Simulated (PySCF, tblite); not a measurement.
# C6H10B radical: geometry, infrared bands and EPR parameters

Aim: predict the infrared bands and EPR parameters of C6H10B radical (`C[C]1C=C(C)BC1`).

The runs use tblite 0.8.0 and PySCF 2.14.0, with density-fitted response routines of our own; the level of theory stands in each step. All values are computed, except where a source is named. Atoms count from 0, in the outputs and in this text.

## Step 1: Starting geometry

17 atoms, charge 0, multiplicity 2; geometry from: force field or distance geometry start.

Bonds of the start (Å): C0–C1 1.52, C1–C2 1.51, C2–C3 1.34, C3–C4 1.51, C3–B5 1.57, B5–C6 1.58, C6–C1 1.52, C0–H7 1.12, C0–H8 1.11, C0–H9 1.10, C2–H10 1.09, C4–H11 1.11, C4–H12 1.09, C4–H13 1.12, B5–H14 1.16, C6–H15 1.10, C6–H16 1.09.

## Step 2: Relaxing the molecule with GFN2-xTB

The job: settings as JSON, then the geometry in Å.

```
{"job": {"kind": "relax", "xc": "GFN2-xTB", "basis": "xTB"}, "charge": 0, "multiplicity": 2}
C     -1.917000    -1.014400     0.287200
C     -1.129400     0.162900     0.838900
C      0.311600    -0.207300     1.082500
C      1.046100     0.098500     0.008100
C      2.532100    -0.155600    -0.059500
B      0.123400     0.718300    -1.100300
C     -1.148800     1.190100    -0.287000
H     -1.566000    -1.237800    -0.748500
H     -2.959200    -0.643000     0.160600
H     -1.928400    -1.891100     0.948500
H      0.628100    -0.654700     2.025500
H      3.115800     0.744900     0.228000
H      2.781300    -1.025800     0.554300
H      2.728400    -0.341800    -1.150900
H      0.493000     1.049100    -2.152200
H     -1.042100     2.172100     0.204900
H     -2.075700     1.047700    -0.850000
```

The run is started by

```
OMP_NUM_THREADS=1 python probes_run.py task.json out
```

One launch serves the whole session: the jobs run in the order shown.

**Question.** This job is followed by: GFN2-xTB harmonic vibrations, gas phase; UKS B3LYP, pcH-1 on B C H, non-relativistic, mean-field spin-orbit, GIAO. What will the session give for the following? strongest single infrared mode (GFN2-xTB); zero-point energy (GFN2-xTB); g(iso) (B3LYP); ⟨S²⟩; largest a(iso) (averaged by class); surface potential, 1st and 99th percentile.

The runs gave:

| quantity | value |
| --- | --- |
| strongest single infrared mode (GFN2-xTB) | 2661 cm⁻¹, 187 km/mol |
| zero-point energy (GFN2-xTB) | 88.0 kcal/mol |
| g(iso) (B3LYP) | 2.00254 |
| ⟨S²⟩ | 0.765 (exact 0.75) |
| largest a(iso) (averaged by class) | 13C on C1, 43.9 MHz |
| surface potential, 1st and 99th percentile | -0.50 V and 0.76 V |

In words: The optimisation took 110 steps and gained 1.834 eV; among the close pairs (by a distance rule), C1–C2 changed most, from 1.508 to 1.370 Å. All 45 modes are real, so the xTB geometry is a minimum. The strongest single mode, at 2661 cm⁻¹, moves mainly H14. Unscaled tight-binding wavenumbers are off by several per cent, some by more. Its intensities can rank the bands wrongly. The largest spin populations lie on C1 (0.49 e), C3 (0.49 e). The isotropic g lies 0.2 ppt above the free-electron value.
